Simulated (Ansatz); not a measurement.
Write a Python script for Ansatz 0.2.0, Python API that makes a rigid torsion scan of CH₄BrFSi, SMILES F[SiH2]CBr. Settings (for the species named): CAM-B3LYP, def2-SVP basis, multiplicity 1.

```
atom    x (Å)    y (Å)    z (Å)
   F  -1.7498   0.6801  -0.6829
  Si  -0.2975   0.8447  -0.1524
   C   0.2868  -0.8014   0.3377
  Br   0.5822  -1.9663  -1.1984
   H   0.5567   1.4609  -1.2207
   H  -0.3040   1.7828   1.0151
   H  -0.3317  -1.3145   1.0420
   H   1.3495  -0.7435   0.8039
```

Script `ch4brfsi.py`:
```python
"""Energy of CH4BrFSi as one group turns about a bond."""

import ansatz as az
from ase import Atoms

BASIS = "def2-SVP"
XC = "cam_b3lyp"
FORCE_TOL = 0.02


def main() -> None:
    atoms = Atoms(["F", "Si", "C", "Br", "H", "H", "H", "H"], positions=[
        (-1.7498, 0.6801, -0.6829),
        (-0.2975, 0.8447, -0.1524),
        (0.2868, -0.8014, 0.3377),
        (0.5822, -1.9663, -1.1984),
        (0.5567, 1.4609, -1.2207),
        (-0.304, 1.7828, 1.0151),
        (-0.3317, -1.3145, 1.042),
        (1.3495, -0.7435, 0.8039),
    ])

    # start the scan from a relaxed geometry
    first = (
        az.Crystal.molecule_from_ase(atoms).calculation()
        .basis(gaussian=BASIS)  # the orbital basis, by name
        .functional(XC)
        .relax(force_tolerance=FORCE_TOL, max_steps=80)  # relax until the tolerances are met
    )
    atoms.positions = first.run().report["positions_ang"]

    start = atoms.get_dihedral(0, 1, 2, 3)
    energies = {}
    for turn in range(0, 360, 40):
        turned = atoms.copy()
        turned.set_dihedral(0, 1, 2, 3, start + turn, indices=[2, 3, 6, 7])
        calculation = (
            az.Crystal.molecule_from_ase(turned).calculation()
            .basis(gaussian=BASIS)  # the orbital basis, by name
            .functional(XC)
        )
        energies[round((start + turn) % 360)] = calculation.run().report["free_energy_ev"]
    floor = min(energies.values())
    print("dihedral F0-Si1-C2-Br3 (deg)   E - E(min) (kJ/mol)")
    for angle, e in sorted(energies.items()):
        print(f"{angle:8d} {96.485332 * (e - floor):14.3f}  " + "#" * int(30 * (e - floor) / max(max(energies.values()) - floor, 1e-9)))


if __name__ == "__main__":
    main()
```

Running `python ch4brfsi.py` prints:
```text
dihedral F0-Si1-C2-Br3 (deg)   E - E(min) (kJ/mol)
      25         11.093  ########################
      65          3.027  ######
     105          9.124  ###################
     145          6.113  #############
     185          0.000
     225          8.746  ##################
     265          8.053  #################
     305          4.192  #########
     345         13.862  ##############################
```

The scan is rigid and the energies are electronic, in a modest basis. With rigid groups the curve can differ much from the relaxed path, the start wasn't checked as a minimum of this torsion, and equivalent turns needn't return to the same energy. The whole script took 68 s on 1 thread of Arm Neoverse V1, with other jobs on the host, peak memory 0.33 GiB.

(A comment or docstring line of the script was reworded after the run, the code is as it ran; lines on the test bed's own set-up are left out of the output.)
